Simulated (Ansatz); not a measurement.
**C2H8ClNO2Zr: taking an electron away**

Aim: the vertical ionisation energy of C2H8ClNO2Zr, as cation minus neutral at the neutral's geometry, on several levels, and how well −ε(HOMO) stands in for it.

Program: Ansatz 0.2.0, Gaussian basis. Level of theory: unrestricted cation, the program's frozen cores in correlated methods. These are calculated values, not measurements.

The runs, in order: UKS PBE-D4/def2-TZVPP; UKS r2SCAN-D4/def2-TZVPP; UKS PBE0-D4/def2-TZVPP; UKS B3LYP-D4/def2-TZVPP; UKS wB97X-V/def2-TZVPP; UKS wB97M-V/def2-TZVPP; UKS B2PLYP/def2-TZVPP; UHF-CCSD(T)/def2-TZVPP; UHF-MP2/def2-QZVPP; extrapolation to the limit; then −ε(HOMO) from the neutral's earlier runs with LDA (SPW92), PBE-D4, revPBE-D4, BLYP-D4, r2SCAN-D4, B97M-V, PBE0-D4, B3LYP-D4, r2SCANh-D4, r2SCAN0-D4, HSE06-D4, BHLYP-D4, CAM-B3LYP-D4, LC-ωPBE, ωB97X-V, ωB97M-V.

## (1) The relaxed structure

All runs share one geometry, relaxed beforehand with PBE0-D4/def2-TZVP. Zr takes the def2 core potential; no spin-orbit term is included.

SMILES `C[O][Zr]([NH2])([Cl])[O]C`, 15 atoms, charge 0, spin multiplicity 1.

Atoms are counted from 1 here; the program's logs count them from 0.

Bond lengths: C1–O2 1.390 Å, C1–H8 1.095 Å, C1–H9 1.095 Å, C1–H10 1.095 Å, O2–Zr3 1.907 Å, Zr3–N4 2.031 Å, Zr3–Cl5 2.394 Å, Zr3–O6 1.907 Å, N4–H11 1.011 Å, N4–H12 1.011 Å, O6–C7 1.390 Å, C7–H13 1.095 Å, C7–H14 1.095 Å, C7–H15 1.095 Å. Angles: O2–C1–H8 110.3°, O2–C1–H9 110.8°, O2–C1–H10 110.3°, H8–C1–H9 108.5°, H8–C1–H10 108.5°, H9–C1–H10 108.4°, C1–O2–Zr3 172.4°, O2–Zr3–N4 107.2°, O2–Zr3–Cl5 108.4°, O2–Zr3–O6 114.8°, N4–Zr3–Cl5 110.8°, N4–Zr3–O6 107.3°, Cl5–Zr3–O6 108.4°, Zr3–N4–H11 125.6°, Zr3–N4–H12 125.6°, H11–N4–H12 108.8°, Zr3–O6–C7 172.9°, O6–C7–H13 110.3° and more.

## (2) Cation, UKS PBE-D4/def2-TZVPP

File in.yaml:

```yaml
crystal:
  periodic: [false, false, false]
  atoms:
    - {symbol: C, position_ang: [-0.914855, -2.678111, -0.590588]}
    - {symbol: O, position_ang: [-0.381988, -1.402307, -0.734654]}
    - {symbol: Zr, position_ang: [0.158477, 0.426181, -0.783848]}
    - {symbol: N, position_ang: [2.151682, 0.453392, -1.170881]}
    - {symbol: Cl, position_ang: [-1.060189, 1.529076, -2.524424]}
    - {symbol: O, position_ang: [-0.115081, 1.384054, 0.842611]}
    - {symbol: C, position_ang: [-0.459395, 1.989279, 2.045677]}
    - {symbol: H, position_ang: [-1.677636, -2.860097, -1.354259]}
    - {symbol: H, position_ang: [-1.374901, -2.798343, 0.395676]}
    - {symbol: H, position_ang: [-0.128674, -3.432169, -0.699353]}
    - {symbol: H, position_ang: [2.798474, 1.172681, -0.878084]}
    - {symbol: H, position_ang: [2.662545, -0.256115, -1.677884]}
    - {symbol: H, position_ang: [-1.005284, 2.919794, 1.860210]}
    - {symbol: H, position_ang: [0.440248, 2.224073, 2.623825]}
    - {symbol: H, position_ang: [-1.093432, 1.328591, 2.645996]}
basis:
  gaussian: {orbitals: def2-TZVPP}
total_charge: 1
magnetization: {spin_polarized: true, initial_magnetization: 1}
hamiltonian: {xc: pbe, dispersion: d4}
```

The run is started by

```sh
> ansatz run in.yaml --threads 2 --pin off --events-out ev --progress --plain --max-ram 32768MiB --backend cuda --devices 0, --max-vram 18GiB
```

Further steps of the session: Cation, UKS r2SCAN-D4/def2-TZVPP; Cation, UKS PBE0-D4/def2-TZVPP; Cation, UKS B3LYP-D4/def2-TZVPP; Cation, UKS wB97X-V/def2-TZVPP; Cation, UKS wB97M-V/def2-TZVPP; Cation, UKS B2PLYP (frozen core)/def2-TZVPP; Cation, UHF-CCSD(T)/def2-TZVPP; Cation, UHF-MP2/def2-QZVPP.

Q: Predict the results of all the runs planned. Wanted: ionisation energy, CCSD(T)/CBS; nearest functional by difference; nearest −ε(HOMO); −ε(HOMO) of PBE; T1 of the cation.

**Answer**, as computed:

| quantity | value |
| --- | --- |
| ionisation energy, CCSD(T)/CBS | 9.51 eV |
| nearest functional by difference | ωB97X-V (-0.08 eV) |
| nearest −ε(HOMO) | ωB97M-V (+0.11 eV) |
| −ε(HOMO) of PBE | 5.89 eV |
| T1 of the cation | 0.024 |

**Reading.** By cation minus neutral, the functionals miss by 0.85 eV at most. The PBE orbital energy is 3.6 eV too small: a semilocal HOMO is no ionisation energy. Among orbital estimates ωB97M-V comes nearest. Hartree-Fock falls 1.40 eV short, as the neutral has more correlation energy than the cation. The cation may have settled in a state other than its lowest; no search over hole states beyond the program's own was made. Correlated methods include outer-core shells of Zr, which these sets cover unevenly.
